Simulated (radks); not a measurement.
# V⁴⁺ in [Ne] 3s2 3p5.75 3d1 4s0.25: an all-electron calculation

Wanted: eigenvalues, radial structure and energy terms of the vanadium ion V4+.

Program: radks (a radial shooting solver on a logarithmic mesh, Libxc functionals) version 1. Level of theory: scalar-relativistic Kohn-Sham, BLYP, spin-polarised, spherical densities, point nucleus; open shells are filled with parallel spins first. These are calculated values, not measurements, unless marked.

**1. The system**

- element: vanadium (Z = 23)
- charge: +4
- electrons: 19
- configuration: [Ne] 3s2 3p5.75 3d1 4s0.25

**2. The run**

Settings of this run:

```text
Z 23
configuration [Ne] 3s2 3p5.75 3d1 4s0.25 4p0 5s0
relativity scalar-relativistic
functional b88,lyp
spin polarised
nucleus point
c 137.035999084
```

What does the calculation give?

**Answer**, as computed:

| quantity | value |
| --- | --- |
| total energy | -945.22126 hartree |
| exchange-correlation share of it | 4.63 % |
| −T/E | 1.0095 |
| highest occupied level | 4s up, -40.582 eV |
| most extended occupied level | 4s up, <r> = 2.28 bohr |
| radius at density 0.001 e/bohr³ | 2.89 bohr |
| maxima of the radial density | 3 |

What this shows: 4 principal shells are occupied and 3 maxima appear in the radial density; where shells overlap, one shows as a shoulder or not at all. −T/E is 1.009: with relativity the kinetic term as defined here no longer equals −E. This is not the tabulated ground configuration, so its levels and sizes aren't those of the ground state, and no measured value stands beside it.
